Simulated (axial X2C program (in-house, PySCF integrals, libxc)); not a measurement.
# TaSe⁺: from the state search to constants

What are the state, bond length, wavenumber and bond energy of TaSe⁺, and what does spin–orbit coupling change?

The runs use an in-house X2C program for linear molecules on PySCF integrals; all-electron X2C, Ta dyall-cv3z, Se dyall-cv3z.

All values are calculated.

## (1) Set-up

task.json reads:

```json
{
 "zs": [
  73,
  34
 ],
 "q": 1,
 "bas": [
  "dyall-cv3z",
  "dyall-cv3z"
 ],
 "levels": [
  "PBE0",
  "HF",
  "BLYP"
 ],
 "cc": true,
 "r0": 2.33,
 "thr": -1.0,
 "nmax": 90,
 "npts": 10,
 "nst": 2,
 "ntry": 6
}
```

Keys: zs atomic numbers; q charge; bas basis sets; levels methods (HF also brings MP2); cc coupled cluster on or off; r0 starting distance in Å; thr threshold in hartree for freezing inner shells (an s shell follows its p shell); nmax most natural virtual spinors; npts points asked for on the curve; nst determinants followed; ntry starts of the search.

Started as:

```console
$ python so2c.py task.json out
```

Spin-free means the one-electron spin-free X2C Hamiltonian; two-component (2c) means X2C with spin–orbit coupling and atomic mean-field two-electron Coulomb and Gaunt terms. Basis: Ta dyall-cv3z contracted to [13s14p9d7f4g], Se dyall-cv3z contracted to [8s9p6d4f1g]; Gaussian nuclei, density fitting. Masses: Ta 180.948 u, Se 79.917 u.

Notation: σ, π±, δ± give the projection m of an orbital's angular momentum (0, ±1, ±2), α and β its spin, Λ and M_S the sums; ω is the projection of a spinor's total angular momentum and Ω the sum. Logs are in hartree.

The results follow Hamiltonian by Hamiltonian and level by level.

## (2) Which state to follow

PBE0 moves the distance from 2.330 Å to 2.215 Å and compares determinants there.

Spin-free determinants:

```csv
ΔE (eV),state,open shells
0.00,"M_S = 1, Λ = 2","beyond closed shells: σα, δ+α"
0.67,"M_S = 0, Λ = 0",closed shell
0.76,"M_S = 1, Λ = 0","beyond closed shells: δ+α, δ-α"
0.85,"M_S = 0, Λ = 2","beyond closed shells: σα, δ+β"
1.70,"M_S = 1, Λ = 1","beyond closed shells: σα, π+α"
1.87,"M_S = 2, Λ = 1","beyond closed shells: σα, π+α, π+β, π-α, δ+α, δ-α"
1.92,"M_S = 1, Λ = 3","beyond closed shells: π+α, δ+α"
```

Two-component determinants:

```csv
ΔE (eV),state,open shells
0.00,Ω = 1,"excess of +ω over −ω: ω = -1/2, ω = 3/2"
0.47,Ω = 3,"excess of +ω over −ω: ω = 1/2, ω = 5/2"
0.82,Ω = 2,"excess of +ω over −ω: ω = 1/2, ω = 3/2"
0.88,Ω = 0,closed shell
0.99,Ω = 1,"excess of +ω over −ω: ω = -3/2, ω = 5/2"
1.32,Ω = 2,"excess of +ω over −ω: ω = -1/2, ω = 5/2"
1.45,Ω = 0,closed shell
```

## (3) PBE0, spin-free

State followed: M_S = 1, Λ = 2 (beyond closed shells: σα, δ+α). The scan is laid around 2.215 Å, a first estimate of the minimum, and this SCF restarts from the orbitals of the search.

Output at 2.215 Å:

```text
spin-free X2C-1e  PBE0
basis functions 287  fitting functions 1494  grid points 5801
iter        total energy     max residual
   1     -18034.701310086     8.97e-06
   2     -18034.701310096     1.24e-05
   3     -18034.701310099     7.38e-06
   4     -18034.701310101     7.30e-06
converged
one-electron -25956.36078331  Coulomb 7737.49169698  exact exchange -100.55434854  xc functional -308.24303889  nuclear repulsion 592.96516366
```

Along the bond, energies from the lowest point:

| R (Å) | E (eV) | μ (D) | HOMO (eV) | LUMO (eV) | iterations |
| --- | --- | --- | --- | --- | --- |
| 1.927 | 1.7595 | -3.10 | -12.08 | -9.23 | 14 |
| 2.016 | 0.7116 | -3.38 | -12.18 | -9.30 | 13 |
| 2.082 | 0.2704 | -3.58 | -12.26 | -9.37 | 14 |
| 2.148 | 0.0512 | -3.75 | -12.33 | -9.43 | 15 |
| 2.215 | 0.0000 | -3.90 | -12.41 | -9.50 | 4 |
| 2.292 | 0.0952 | -4.03 | -12.48 | -9.56 | 14 |
| 2.370 | 0.3029 | -4.09 | -12.52 | -9.59 | 15 |
| 2.470 | 0.6638 | -4.05 | -12.52 | -9.58 | 15 |
| 2.591 | 1.1627 | -3.85 | -12.36 | -9.50 | 16 |
| 2.769 | 1.8879 | -3.37 | -12.01 | -9.31 | 17 |

Dipoles are positive if Se is the positive end and refer to the centre of mass.

Outer orbitals at the reference distance:

```tsv
symmetry	occupied	ε (eV)	atomic character
σβ	yes	-24.64	67% Se s, 11% Ta d, 10% Ta p
σα	yes	-24.23	66% Se s, 12% Ta d, 10% Ta p
σα	yes	-14.36	60% Se p, 21% Ta d, 9% Ta s
σβ	yes	-14.25	66% Se p, 17% Ta d, 10% Ta s
π+α	yes	-13.49	45% Se p, 45% Ta d, 3% Ta p
π-β	yes	-13.44	60% Se p, 27% Ta d, 5% Ta f
π+β	yes	-13.44	60% Se p, 27% Ta d, 5% Ta f
π-α	yes	-13.43	47% Se p, 43% Ta d, 3% Ta p
σα	yes	-12.55	53% Ta s, 40% Ta d, 4% Se p
δ+α	yes	-12.41	99% Ta d
δ-α	no	-9.50	99% Ta d
σβ	no	-8.67	60% Ta s, 30% Ta d, 4% Ta p
π+α	no	-8.50	48% Ta d, 25% Se p, 18% Ta p
π-α	no	-8.41	50% Ta d, 24% Se p, 18% Ta p
```

PBE0 fields in the half plane through the axis: z from -2.4 to 4.5 Å across, distance from the axis 0.15 to 2.25 Å upwards; Ta lies at z = 0 and Se at z = 2.215 Å; the ELF is damped to zero where the density is low.

log10 density (e/bohr³). Ten even steps from '0' (-4.78 ) to '9' (1.79 ):
```
001122222222222222211000
011222333333333333222110
012233334433344433332210
112233444444444444433211
122334455555555555443321
123345566655555665544321
123345677765566776554322
123456789876567987654332
```

ELF. Ten even steps from '0' (0.00 ) to '9' (0.86 ):
```
000012333221111110000000
000123445432333332210000
000124555434566665431000
000112344334788888764100
000011244324898889986410
000012466533886347998620
000124653553761542899730
001136663654635483599741
```

Re = 2.206 Å, ωe = 380 cm⁻¹, ωexe = 0.977 cm⁻¹, Be = 0.06252 cm⁻¹, De = 4.82 eV, μ = -3.88 D.

## (4) HF, spin-free

The SCF at the reference distance of 2.215 Å:

```text
spin-free X2C-1e  HF
basis functions 287  fitting functions 1494  grid points 5801
iter        total energy     max residual
   1     -18028.121316825     6.31e-01
   2     -18028.178650994     2.44e-02
   3     -18028.181357042     2.45e-02
   4     -18028.185291504     2.87e-03
   5     -18028.186292161     3.03e-03
   6     -18028.187308434     2.28e-03
   7     -18028.187996162     2.32e-03
   8     -18028.189784862     1.70e-03
   9     -18028.191000376     1.21e-03
  10     -18028.191217318     8.50e-04
  11     -18028.191406409     5.15e-04
  12     -18028.191435461     2.64e-04
  13     -18028.191448206     1.96e-04
  14     -18028.191454543     1.08e-04
  15     -18028.191457381     8.23e-05
  16     -18028.191459053     6.42e-05
  17     -18028.191460139     4.41e-05
  18     -18028.191460917     2.61e-05
  19     -18028.191461308     8.74e-06
  20     -18028.191461350     2.94e-06
  21     -18028.191461352     1.40e-06
converged
one-electron -25959.40795673  Coulomb 7740.83047571  exact exchange -402.57914399  xc functional 0.00000000  nuclear repulsion 592.96516366
```

No constants are quoted: the solution changes its character somewhere along the scan, so the fit is set aside.

## (5) BLYP, spin-free

The SCF at the reference distance of 2.215 Å:

```text
spin-free X2C-1e  BLYP
basis functions 287  fitting functions 1494  grid points 5801
iter        total energy     max residual
   1     -18036.263940824     1.99e-01
   2     -18036.269699873     2.04e-02
   3     -18036.182819505     5.67e-02
   4     -18036.208207980     4.05e-02
   5     -18036.277248219     2.03e-03
   6     -18036.277310365     2.00e-03
   7     -18036.277360739     6.89e-04
   8     -18036.277378121     1.67e-04
   9     -18036.277380064     4.28e-05
  10     -18036.277380219     4.48e-05
  11     -18036.277380290     3.50e-06
  12     -18036.277380291     5.03e-07
converged
one-electron -25954.05618083  Coulomb 7735.10231657  exact exchange 0.00000000  xc functional -410.28867969  nuclear repulsion 592.96516366
```

Re = 2.244 Å, ωe = 355 cm⁻¹, ωexe = 0.653 cm⁻¹, Be = 0.06039 cm⁻¹, De = 5.44 eV, μ = -3.17 D.

## (6) MP2 and beyond, spin-free

Correlated methods: 10 electrons correlated (frozen shells, counted by type: Ta 5 s, 4 p, 2 d, 1 f; Se 3 s, 2 p, 1 d), 332 virtual spinors in MP2, 90 natural virtuals in coupled cluster.

Output of the correlated part at 2.215 Å:

```text
correlated 10  virtual 332  natural virtual 90  E(MP2) -0.219406360  MP2 remainder -0.007633009
iter   CCSD correlation   residual
   1     -0.217426126   1.54e-01
   2     -0.225808937   8.86e-02
   3     -0.232681461   5.43e-02
   4     -0.235426007   3.06e-02
   5     -0.237017621   1.45e-02
   6     -0.237277642   4.70e-03
   7     -0.237369084   1.45e-03
   8     -0.237375110   5.47e-04
   9     -0.237370992   2.75e-04
  10     -0.237377781   1.35e-04
  11     -0.237375863   6.68e-05
  12     -0.237377282   3.21e-05
  13     -0.237376739   1.56e-05
  14     -0.237376438   6.78e-06
  15     -0.237376267   3.18e-06
  16     -0.237376154   1.47e-06
  17     -0.237376115   6.37e-07
  18     -0.237376084   3.58e-07
  19     -0.237376068   1.42e-07
(T) -0.016246330  T1 0.0986  D1 0.2013  max T2 0.079
```

T1 in the output is the amplitude norm over the root of the electron number; divide by √2 for the Lee–Taylor value.

MP2: No constants are quoted: the reference changes its character somewhere along the scan, so the fit is set aside.

CCSD: No constants are quoted: the reference changes its character somewhere along the scan, so the fit is set aside.

CCSD(T): No constants are quoted: the reference changes its character somewhere along the scan, so the fit is set aside.

## (7) A higher determinant, spin-free

State: M_S = 0, Λ = 0 (closed shell).

Output at the reference distance:

```text
spin-free X2C-1e  PBE0
basis functions 287  fitting functions 1494  grid points 5801
iter        total energy     max residual
   1     -18034.676814062     5.77e-06
   2     -18034.676814060     8.26e-06
converged
one-electron -25952.13608384  Coulomb 7733.15928746  exact exchange -100.51337974  xc functional -308.15180160  nuclear repulsion 592.96516366
```

```
R (Å)  E above the lowest PBE0 point (eV)
1.927                               2.152
2.016                               1.186
2.082                               0.809
2.148                               0.653
2.215                               0.667
2.292                               0.840
2.370                               1.135
2.470                               1.631
2.591                               2.336
```

Re = 2.175 Å, ωe = 409 cm⁻¹, ωexe = 0.586 cm⁻¹, Be = 0.06428 cm⁻¹, μ = -2.82 D. Te = 0.64 eV.

## (8) The spin-free curves together

Energy (eV) of the followed determinant, spin-free, from each level's lowest point:

```csv
R (Å),PBE0,HF (jumps),MP2 (its reference jumps),CCSD (its reference jumps),CCSD(T) (its reference jumps),BLYP
1.927,1.759,2.231,1.578,n/a,n/a,2.087
2.016,0.712,1.076,0.503,0.838,0.842,0.937
2.082,0.270,0.554,0.111,0.344,0.338,0.419
2.148,0.051,0.241,0.000,0.085,0.078,0.124
2.215,0.000,0.073,0.080,0.000,0.000,0.000
2.292,0.095,0.000,0.292,0.058,0.068,0.017
2.370,0.303,0.019,0.542,0.229,0.248,0.159
2.470,0.664,0.140,0.895,0.553,0.587,0.463
2.591,1.163,0.320,1.654,n/a,n/a,0.936
2.769,1.888,0.544,2.310,n/a,n/a,1.675
```

[end of part 1 of 2]
